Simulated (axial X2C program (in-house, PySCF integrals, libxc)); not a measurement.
**A two-component session on TeO: properties at the nuclei**

Wanted for TeO: properties at the nuclei, at the two-component level.

The runs use an in-house X2C program for linear molecules on PySCF integrals; two-component X2C with atomic mean-field terms, Te dyall-acv3z, O dyall-av3z.

All values are calculated.

## (1) Set-up

task.json reads:

```json
{
 "zs": [
  52,
  8
 ],
 "q": 0,
 "bas": [
  "dyall-acv3z",
  "dyall-av3z"
 ],
 "r0": 1.85,
 "levels": [
  "PBE0",
  "HF",
  "B3LYP"
 ],
 "nst": 1,
 "ff": 1,
 "thr": -3.5,
 "nmax": 130,
 "opt": {
  "ecut": 60
 }
}
```

Keys: zs atomic numbers; q charge; bas basis sets; r0 starting distance in Å; levels methods (HF also brings MP2); nst determinants followed; ff finite-field run; thr threshold in hartree for freezing inner shells (an s shell follows its p shell); nmax most natural virtual spinors; ecut virtual cutoff in hartree.

Started as:

```bash
$ python soeom.py task.json out
```

Further steps of the session: Expectation values, lowest determinant; Finite-field coupled cluster.

What does the calculation give? Wanted: lowest determinant; Eeff magnitude; Ws magnitude Te; A∥/gI Te; qzz Te (for each run or level that gives them).

As calculated:

| quantity | value |
| --- | --- |
| lowest determinant | Ω = 1 (excess of +ω over −ω: ω = -1/2, ω = 3/2) |
| Eeff magnitude (GV/cm), PBE0 | 0.878 |
| Ws magnitude Te (kHz), PBE0 | 0.0548 |
| A∥/gI Te (MHz), PBE0 | -777 |
| qzz Te (a.u.), PBE0 | 2.91 |
| Eeff magnitude (GV/cm), CCSD(T) | 1.67 |
| Ws magnitude Te (kHz), CCSD(T) | 0.459 |
| A∥/gI Te (MHz), CCSD(T) | -828 |
| qzz Te (a.u.), CCSD(T) | 1.46 |

In the first state, the effective field runs from 0.878 to 2.4 GV/cm over the mean-field levels, so the levels don't agree on it. The expectation values come from single determinants, which for open shells can mix terms of unlike spin or miss the lowest Ω, so a determinant need not be a state. Eeff is the effective electric field on the electron dipole moment in this Ω state and Ws the scalar–pseudoscalar constant (defined with the proton number Z and per Ω); A∥ is the parallel hyperfine constant, which follows by multiplying with the nuclear g factor gI = μI/(I μN); qzz is the electric field gradient, eQq0 = 234.96 MHz × Q/barn × qzz; μ is positive if O is the positive end. The operators were transformed with the bare-nucleus X2C matrices. Correlation of the inner shells is missing, which matters for properties at the nucleus.
